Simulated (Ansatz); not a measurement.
# ScGa2N3: a trial structure relaxed, part 2 of 2

The task: take a trial cell of ScGa2N3 to zero force and stress.

Ansatz 0.2.0; DFT PBE, scalar-relativistic, plane waves, PAW. Earlier steps stand in the parts before.

## Step 5: Final relaxation

The end of the coarse run is made exact in the group found at a tolerance of 0.06 Å and reduced to its primitive cell.

input.yaml reads:

```yaml
crystal:
  lattice:
    - [5.4418226627, 0.0, 0.0]
    - [-2.7209113314, 4.7127566688, 0.0]
    - [0.0, 0.0, 2.7526929024]
  atoms:
    - { symbol: Sc, position: [0.0, 0.0, 0.0], spin: -0.28 }
    - { symbol: Ga, position: [0.3333333333, 0.6666666667, 0.0] }
    - { symbol: Ga, position: [0.6666666667, 0.3333333333, 0.0] }
    - { symbol: "N", position: [0.5, 0.0, 0.5] }
    - { symbol: "N", position: [0.5, 0.5, 0.5] }
    - { symbol: "N", position: [0.0, 0.5, 0.5] }
basis:
  ecutwfc: 420
kpoints:
  mp_grid: { grid: [12, 12, 14] }
hamiltonian:
  xc: pbe
scf:
  occupations: { method: gaussian, width: 0.1 }
output:
  forces: true
  stress: true
  eigenvalues: true
  populations: true
magnetization:
  spin_polarized: true
relax:
  adjacent_minimum: "off"
  f_tol: 0.01
  max_steps: 80
  cell: { stress_tol: 0.05 }
```

Command:

```console
$ ansatz run input.yaml --threads 1 --pin off --max-ram 2560MiB --backend cpu --events-out ev --progress --plain --runs-dir out
```

Output:

```text
Warning: RAYON_NUM_THREADS=1 ignored (pool sized by the plan → 1); use --threads N
Engine: ansatz 0.2.0, aarch64-unknown-linux-gnu
Pseudopotentials: kind: paw
Pseudopotential: Sc, paw, valence charge 11, recommended cutoff 420 eV (normal), Sc.paw.azcp
Pseudopotential: Ga, paw, valence charge 13, recommended cutoff 420 eV (normal), Ga.paw.azcp
Pseudopotential: N, paw, valence charge 5, recommended cutoff 420 eV (normal), N.paw.azcp
Functional definition: PBE
  parameter kappa = 0.804
  parameter beta = 0.06672455060314922
  exchange = pbe_x(kappa = kappa, mu = beta*pi^2/3)
  correlation = pbe_c(beta = beta)
Crystal: 6 atoms, lattice volume = 70.596 Å³
Basis set: ecut = 420 eV, 1371 PW (Γ), exchange–correlation on 80×80×40 points (8 copies of the dense FFT grid, shifted against one another)
Bands: 33, of which v1, the nominal top of the filled ones, is band 26 counted from 1 (25 counted from 0)
Symmetry: 24 space group operations
Space group: P6/mmm (ITA 191), of the structure as read, at distance tolerance 4.1e-5 Å
Magnetic group: BNS 191.233 (UNI 1463), of the structure as read, at distance tolerance 4.1e-5 Å
k-points: 152 of 2016
Non-local potential: Sc, projectors of the file, l = 0: 3, l = 1: 2, l = 2: 3, l = 3: 1
Non-local potential: Ga, projectors of the file, l = 0: 2, l = 1: 2, l = 2: 3, l = 3: 1
Non-local potential: N, projectors of the file, l = 0: 2, l = 1: 2, l = 2: 1
PAW form: soft (Blöchl's): semilocal exchange-correlation on the pseudo side does not see the compensation charge
PAW one-centre angular grid: Sc, 590 points (default); XC on 64 Gauss nodes
PAW one-centre angular grid: Ga, 590 points (default); XC on 64 Gauss nodes
PAW one-centre angular grid: N, 110 points (default); XC on 64 Gauss nodes
Initial density: superposition of atomic densities (chi_scale 0.1, normalization cell, long waves kept (reshape's long-wave potential 0.04 eV rms))
Starting moments: Σ|m| = 0.28 μB on 1 of 6 sites
Initial wavefunctions: pseudopotential atomic-orbital guess
Functional: x = pbe(κ = 0.804, μ = 0.2195149727645171), c = pbe(β = 0.06672455060314922)
SCF iter   1: F=—  HF=-10850.904498 eV  |F-HF|=—  |Δ(HF+E_count)|=         —  Δρ=3.70e-2 (↑3.70e-2 ↓3.52e-2)  dr2=2.79e0  dr2_m=8.59e-3  M=-0.103 μB ∫|m|=0.179 μB  β_m=0.30  ethr=3.10e-3  ⟨swp⟩=5.6  Hψ=36804  notcnv=0
Mixer restart at iter 1: flushing history
preconditioner: auto → Kerker (q_TF=auto, 2.593 Å⁻¹)  [metal: Δε(μ)=0.003 eV  Ē_g=14.014 eV  σ=0.100 eV  W_gap=0.01  n_scr=14 (ndim 8)  ℏωp=31.3 eV  f_vac=0.000  D(μ)=3.87/eV (n_scr^D=32)]
spin=Collinear: Kerker preconditioning applied to the charge; magnetization (m = ρ↑ − ρ↓) channel mixes plain (no charge-response kernel on spin).
SCF iter   2: F=—  HF=-10850.640198 eV  |F-HF|=—  |Δ(HF+E_count)|=   2.64e-1  Δρ=2.64e-2 (↑2.64e-2 ↓2.52e-2)  dr2=1.56e0  dr2_m=4.07e-3  M=-0.109 μB ∫|m|=0.184 μB  β_m=0.61  ethr=3.10e-3  ⟨swp⟩=2.0  Hψ=14042  notcnv=0  defer=424
SCF iter   3: F=—  HF=-10850.414378 eV  |F-HF|=—  |Δ(HF+E_count)|=   2.26e-1  Δρ=7.27e-3 (↑7.27e-3 ↓6.92e-3)  dr2=1.42e-1  dr2_m=2.68e-3  M=-0.033 μB ∫|m|=0.126 μB  β_m=0.65  ethr=3.00e-3  ⟨swp⟩=2.1  Hψ=19252  notcnv=0  defer=432
SCF iter   4: F=—  HF=-10850.400914 eV  |F-HF|=—  |Δ(HF+E_count)|=         —  Δρ=3.66e-3 (↑2.41e-3 ↓3.66e-3)  dr2=1.81e-2  dr2_m=1.67e-3  M=0.015 μB ∫|m|=0.061 μB  β_m=0.65  ethr=2.73e-4  ⟨swp⟩=2.3  Hψ=16541  notcnv=0  defer=398
Mixer restart at iter 4: flushing history
SCF iter   5: F=—  HF=-10850.413980 eV  |F-HF|=—  |Δ(HF+E_count)|=   1.31e-2  Δρ=1.82e-3 (↑1.29e-3 ↓1.82e-3)  dr2=5.75e-3  dr2_m=3.50e-4  M=0.017 μB ∫|m|=0.048 μB  β_m=0.82  ethr=3.47e-5  ⟨swp⟩=2.1  Hψ=19312  notcnv=0  defer=397
SCF iter   6: F=—  HF=-10850.416525 eV  |F-HF|=—  |Δ(HF+E_count)|=   2.54e-3  Δρ=5.27e-4 (↑5.27e-4 ↓4.76e-4)  dr2=6.79e-4  dr2_m=2.41e-5  M=0.017 μB ∫|m|=0.032 μB  β_m=0.80  ethr=1.11e-5  ⟨swp⟩=2.0  Hψ=18309  notcnv=0  defer=397
SCF iter   7: F=—  HF=-10850.416376 eV  |F-HF|=—  |Δ(HF+E_count)|=   1.49e-4  Δρ=2.77e-4 (↑2.77e-4 ↓2.53e-4)  dr2=1.24e-4  dr2_m=1.23e-5  M=0.015 μB ∫|m|=0.025 μB  β_m=0.75  ethr=1.30e-6  ⟨swp⟩=2.0  Hψ=16307  notcnv=0  defer=397
SCF iter   8: F=—  HF=-10850.416401 eV  |F-HF|=—  |Δ(HF+E_count)|=   2.53e-5  Δρ=2.25e-4 (↑2.25e-4 ↓1.19e-4)  dr2=6.99e-5  dr2_m=6.73e-6  M=0.012 μB ∫|m|=0.020 μB  β_m=0.88  ethr=2.38e-7  ⟨swp⟩=2.0  Hψ=15083  notcnv=0  defer=397
SCF iter   9: F=—  HF=-10850.416409 eV  |F-HF|=—  |Δ(HF+E_count)|=   7.59e-6  Δρ=1.28e-4 (↑5.80e-5 ↓1.28e-4)  dr2=1.24e-5  dr2_m=3.92e-6  M=0.010 μB ∫|m|=0.016 μB  β_m=0.94  ethr=1.34e-7  ⟨swp⟩=2.0  Hψ=17534  notcnv=0  defer=397
SCF iter  10: F=—  HF=-10850.416413 eV  |F-HF|=—  |Δ(HF+E_count)|=   4.43e-6  Δρ=6.21e-5 (↑5.00e-5 ↓6.21e-5)  dr2=1.24e-6  dr2_m=1.80e-6  M=0.007 μB ∫|m|=0.011 μB  β_m=0.97  ethr=2.39e-8  ⟨swp⟩=2.4  Hψ=16995  notcnv=0  defer=397
SCF iter  11: F=—  HF=-10850.416416 eV  |F-HF|=—  |Δ(HF+E_count)|=   2.34e-6  Δρ=4.19e-5 (↑3.09e-5 ↓4.19e-5)  dr2=1.78e-7  dr2_m=8.15e-7  M=0.005 μB ∫|m|=0.007 μB  β_m=0.98  ethr=2.39e-9  ⟨swp⟩=2.0  Hψ=17967  notcnv=0  defer=397
SCF iter  12: F=—  HF=-10850.416417 eV  |F-HF|=—  |Δ(HF+E_count)|=   1.68e-6  Δρ=1.31e-5 (↑1.31e-5 ↓1.11e-5)  dr2=6.16e-8  dr2_m=8.15e-8  M=0.001 μB ∫|m|=0.002 μB  β_m=0.99  ethr=3.42e-10  ⟨swp⟩=3.0  Hψ=19570  notcnv=0  defer=397
SCF iter  13: F=—  HF=-10850.416418 eV  |F-HF|=—  |Δ(HF+E_count)|=   1.84e-7  Δρ=2.51e-6 (↑2.51e-6 ↓2.39e-6)  dr2=1.22e-8  dr2_m=1.26e-9  M=0.000 μB ∫|m|=0.000 μB  β_m=1.00  ethr=1.19e-10  ⟨swp⟩=2.9  Hψ=18308  notcnv=0  defer=397
SCF iter  14: F=—  HF=-10850.416418 eV  |F-HF|=—  |Δ(HF+E_count)|=   5.08e-9  Δρ=6.69e-7 (↑6.69e-7 ↓5.90e-7)  dr2=2.02e-9  dr2_m=1.44e-11  M=0.000 μB ∫|m|=0.000 μB  β_m=1.00  ethr=2.34e-11  ⟨swp⟩=2.0  Hψ=17949  notcnv=0  defer=397
SCF iter  15: F=-10850.416418 eV  HF=-10850.416418 eV  |F-HF|=4.47e-10  |Δ(HF+E_count)|=    0.00e0  Δρ=2.94e-7 (↑2.94e-7 ↓2.69e-7)  dr2=4.95e-10  dr2_m=1.28e-12  M=0.000 μB ∫|m|=0.000 μB  ethr=3.88e-12  ⟨swp⟩=6.2  Hψ=27269  notcnv=0
WARN: the starting moments were not kept: the SCF closed with an absolute magnetisation of 3.2e-6 μB, where they sum to 0.28 μB in size (1 site). That is at most 0.1 of that sum. Measured as dr2_m measures the in/out step, that magnetisation stands 1.7e-12 eV from none, at or under the dr2_threshold of 1.0e-7 eV: it is no larger than a step whose dr2_m would equal this threshold. The system may hold no moment; this SCF shows only that its start led to no more than that. To try another start: raise the starting moments (crystal.atoms[].spin, magnetization.per_species, magnetization.initial_magnetization, or on a non-collinear deck that types none of these the spinor_matrix: blocks that start its atoms; where the total moment is fixed, keep their sum and leave initial_magnetization as it is; typed ones take the place of any that the run laid by itself, positive ones on a crystal's lanthanoids without a Hubbard term where scf.initial_density.shell_occupations: [] is typed) or, if the notice of its spin-set hold's release reads "site moments contracting" or "site moments show no strong build", lengthen the hold (scf.mixing.spin_hold: { on: { confirm: 4 } }; for m-r²SCAN on two components see the key's manual first). Each may lead to a state that holds a moment. A second SCF, from the converged charge density, with the starting moments and any scf.initial_density.shell_occupations laid on it anew, would have followed, and was not run: the deck does not ask for one (magnetization.retry_lost_moments is false, the default). To let it run, set magnetization.retry_lost_moments: true and run the deck again, where that key's refused combinations let it; where memory then withholds it, that run's warning says so.
SCF 1 converged in 15 iterations: F = -10850.416418 eV  dr2 = 4.95e-10
relax step   1: F+E_penalty+E_count = -10850.41641761 eV  Δ(F+E_penalty+E_count) = +0.000e0 eV  max|allowed force component| = 1.850e-17 eV/Å  Δτ_max = 0.0000 Å  P = -0.143 GPa  Ω = 70.596 Å³  (15 SCF iters, dr2 threshold 1.00e-7 eV, accepted)
[... 20 lines left out ...]
relax step   2: F+E_penalty+E_count = -10850.42063679 eV  Δ(F+E_penalty+E_count) = -4.219e-3 eV  max|allowed force component| = 7.093e-17 eV/Å  Δτ_max = 0.0000 Å  P = +0.488 GPa  Ω = 70.033 Å³  energy of the carried Pulay correction = +1.620e-3 eV  (9 SCF iters, dr2 threshold 6.00e-7 eV, accepted)
[... 14 lines left out ...]
relax step   3: F+E_penalty+E_count = -10850.42505282 eV  Δ(F+E_penalty+E_count) = -4.416e-3 eV  max|allowed force component| = 4.472e-17 eV/Å  Δτ_max = 0.0000 Å  P = +0.073 GPa  Ω = 70.342 Å³  energy of the carried Pulay correction = +7.284e-4 eV  (8 SCF iters, dr2 threshold 6.00e-7 eV, accepted)
[... 13 lines left out ...]
relax step   4: F+E_penalty+E_count = -10850.42497017 eV  Δ(F+E_penalty+E_count) = +8.265e-5 eV  max|allowed force component| = 1.295e-16 eV/Å  Δτ_max = 0.0000 Å  P = -0.013 GPa  Ω = 70.380 Å³  energy of the carried Pulay correction = +6.219e-4 eV  (7 SCF iters, dr2 threshold 1.50e-7 eV, accepted)
[... 10 lines left out ...]
relax step   5: F+E_penalty+E_count = -10850.42500623 eV  Δ(F+E_penalty+E_count) = -3.606e-5 eV  max|allowed force component| = 6.476e-17 eV/Å  Δτ_max = 0.0000 Å  P = -0.001 GPa  Ω = 70.369 Å³  energy of the carried Pulay correction = +6.512e-4 eV  (4 SCF iters, dr2 threshold 1.19e-8 eV, accepted)
[... 12 lines left out ...]
relax step   6: F+E_penalty+E_count = -10850.42447024 eV  Δ(F+E_penalty+E_count) = +5.360e-4 eV  max|allowed force component| = 3.672e-17 eV/Å  Δτ_max = 0.0000 Å  P = -0.012 GPa  Ω = 70.369 Å³  stress off target by 2.99e-2 GPa  SCF on the basis re-selected at this cell (its energy is not comparable with the rows above)  (7 SCF iters)
basis re-selected at this cell: Δ(F+E_penalty+E_count) = +5.360e-4 eV, ΔP = -0.011 GPa vs the last step (what re-selecting the basis moved, of the pressure what is left beyond the Pulay correction that the steps carried, after the strain that the cell walked since its last selection, with what the two solves' SCF thresholds leave and, on support functions, any second-order correction that the steps lacked; it is no measure of the basis error at this ecutwfc). This SCF's stress stands 2.99e-2 GPa from its target on what of the cell is left free (relax.cell.stress_tol is 5.00e-2 GPa) and its largest allowed force component is 3.67e-17 eV/Å (relax.f_tol is 1.00e-2 eV/Å): within both
SCF converged after 7 iterations
Magnetization: 0.0000 μB (26.0000 up, 26.0000 down)
Absolute magnetization: 0.0000 μB (∫|ρ↑−ρ↓|, with the PAW one-centre terms)
Spin contamination: 0.0000 ħ² per cell (⟨S²⟩ above its minimum at these occupations)
Per-site moments (μB) at R_I (Å): [(-1.2036161166338414e-8, 1.14380740251084), (-9.332627480247508e-10, 0.8617380900923621), (-9.332627480247504e-10, 0.8617380900923618), (3.218937786144682e-8, 0.8617380900923621), (3.218937787323199e-8, 0.8617380900923624), (3.218937787875063e-8, 0.8617380900923618)]
Free energy (F): -10850.424470 eV
Harris-Foulkes:  -10850.424470 eV  (|F-HF|=4.91e-11)
Internal energy: -10850.412024 eV  (E = F + TS)
E sigma→0 (E₀):  -10850.418247 eV
Entropy (-TS):   -0.012446 eV (-2.074 meV/atom)
Fermi energy:    11.524344 eV
--- Per-component energies (eV) ---
  E_band       = -109.174017
  E_kinetic    = 879.396124
  E_local      = -4859.626867  (includes V_loc(G=0)·N_el)
  E_nonlocal   = 1084.232658
  E_hartree    = 2137.981593
  E_xc         = -419.689733
  E_vxc        = -471.039909  (∫ρ·V_xc dr)
  E_paw        = -5327.473705  (= ΣΔE_a)
  E_vpaw       = -1018.099217  (= ΣTr[D̂ρ^β])
  E_aug_tail   = 0.000002  (compensation charges beyond the density's cutoff)
  E_ewald      = -4345.232097
  E_smearing   = -0.012446  (= −TS)
  E_closure    = 0.000000  (closes the sum)
  Σ components = -10850.424470   (vs F -10850.424470, Δ=0.00e0)
--- Forces (eV/Å), atoms counted from 1 ---
  atom   1  Sc    -0.00000000    -0.00000000     0.00000000
  atom   2  Ga    -0.00000000     0.00000000     0.00000000
  atom   3  Ga     0.00000000    -0.00000000    -0.00000000
  atom   4  N      0.00000000    -0.00000000     0.00000000
  atom   5  N      0.00000000     0.00000000     0.00000000
  atom   6  N      0.00000000     0.00000000     0.00000000
  max |Σ_I F_I| component: 9.25e-18 eV/Å
--- Stress (GPa, compression-positive) ---
       -0.029934       0.000000      -0.000000
        0.000000      -0.029934       0.000000
       -0.000000       0.000000       0.025269
  P = ⅓ Tr σ = -0.0115 GPa (-0.115 kbar)
--- Band table (eV; the first three rows and the last of 304) ---
  k-point 0 ↑: bands = ["-38.9383", "-17.6230", "-17.6230", "-16.9537", "-5.3047", "-3.6194", "-3.6194", "-3.1676", "-3.0092", "-2.9446", "-2.9446", "-2.8838", "-2.8838", "-2.7677", "-2.7677", "-1.5946", "-1.5946", "2.5629", "6.4145", "6.4145", "9.8361", "10.0700", "11.0502", "11.0502", "11.3025", "11.7053", "11.7053", "12.2929", "12.3830", "12.3830", "14.3951", "14.3951", "14.9172"]
[... 3 lines left out ...]
--- Relaxed structure (5 steps of the walk, 5 accepted, 1 SCFs on fresh bases) ---
  F+E_penalty+E_count = -10850.42447024 eV   max|allowed force component| = 3.672e-17 eV/Å   (the final SCF, on the basis selected at the relaxed cell)
  cell:  # Å, volume = 70.3693 Å³
    - [5.413298217463546, 2.8716257519250884e-11, -1.1151262866375133e-30]
    - [-2.7066491087566416, 4.688053774570092, -1.8198884373043236e-19]
    - [-1.870664895550142e-34, -1.0629859202607008e-19, 2.7728664303293087]
  atoms:
    - { symbol: Sc, position: [4.562802096427129e-35, -6.057003231817267e-35, -5.795634610449096e-70] }
    - { symbol: Ga, position: [0.33333333333333337, 0.6666666666666669, 3.972230510298674e-34] }
    - { symbol: Ga, position: [0.6666666666666669, 0.33333333333333337, -3.972230510298674e-34] }
    - { symbol: N, position: [0.5, -3.832188319951879e-30, 0.5000000000000001] }
    - { symbol: N, position: [0.5000000000000001, 0.5000000000000001, 0.5000000000000001] }
    - { symbol: N, position: [5.668588562450385e-21, 0.5, 0.5000000000000001] }
--- Löwdin populations: 6 sites ---
  site symbol       q [e]    m [muB]
     0     Sc      9.9962    -0.0000
     1     Ga     12.3426    -0.0000
     2     Ga     12.3426    -0.0000
     3      N      5.7114     0.0000
     4      N      5.7114     0.0000
     5      N      5.7114     0.0000
  spilling = 0.003544 (of n_electrons = 52.000000)
```

Wall time 5.8 min (1 thread of Arm Neoverse V1, shared host); peak memory 0.76 GiB.

Step by step:

| step | E - E(step 1) (eV/cell) | largest force component (eV/Å) | pressure (GPa) | volume (Å³) |
| --- | --- | --- | --- | --- |
| 1 | 0.0000 | 0.0000 | -0.14 | 70.60 |
| 2 | -0.0042 | 0.0000 | 0.49 | 70.03 |
| 3 | -0.0086 | 0.0000 | 0.07 | 70.34 |
| 4 | -0.0086 | 0.0000 | -0.01 | 70.38 |
| 5 | -0.0086 | 0.0000 | 0.00 | 70.37 |
| 6 | -0.0081 | 0.0000 | -0.01 | 70.37 |

Step 1 is the start. Step 6 repeats the geometry before it on a plane-wave basis chosen anew for that cell, so its energy need not be comparable with the rows above.

|  | before | after | change |
| --- | --- | --- | --- |
| a (Å) | 5.442 | 5.413 | -0.5 % |
| b (Å) | 5.442 | 5.413 | -0.5 % |
| c (Å) | 2.753 | 2.773 | +0.7 % |
| volume (Å³/atom) | 11.77 | 11.73 | -0.3 % |
| shortest distance (Å) | 2.089 | 2.089 | 0.0 % |
| space group (0.01 Å) | P6/mmm | P6/mmm | same |

The run keeps the 24 symmetry operations of the start, so it could not have lowered the symmetry.

Site by site:

```
atom  Löwdin electrons
 Sc1             10.00
 Ga2             12.34
 Ga3             12.34
  N4              5.71
  N5              5.71
  N6              5.71
```

The Löwdin counts miss 0.18 of the 52 electrons, which the atomic orbitals do not span, so they are no charges.

## Step 6: What came out

What follows sums up all 2 parts. Changes of volume or cell count from the first structure of part 1.

| quantity | value |
| --- | --- |
| symmetry at the end (tolerance 0.05 Å) | space group P6/mmm (No. 191) |
| conventional cell | a = 5.413 Å, b = 5.413 Å, c = 2.773 Å, α = 90.00°, β = 90.00°, γ = 120.00° |
| volume | 11.73 Å³/atom |
| energy over the elements (uncorrected; H, N, O, F and Cl as molecules) | +0.58 eV/atom |
| gap on the mesh | none (metal) |

In words: The space group P6/mmm (No. 191) is kept, and the volume per atom shrinks by 10.6 % from the first guess. With a positive formation energy it can't be a ground state. No finished test with a distortion of lower symmetry is shown, so the end may be a saddle point. Other magnetic orders were not searched.
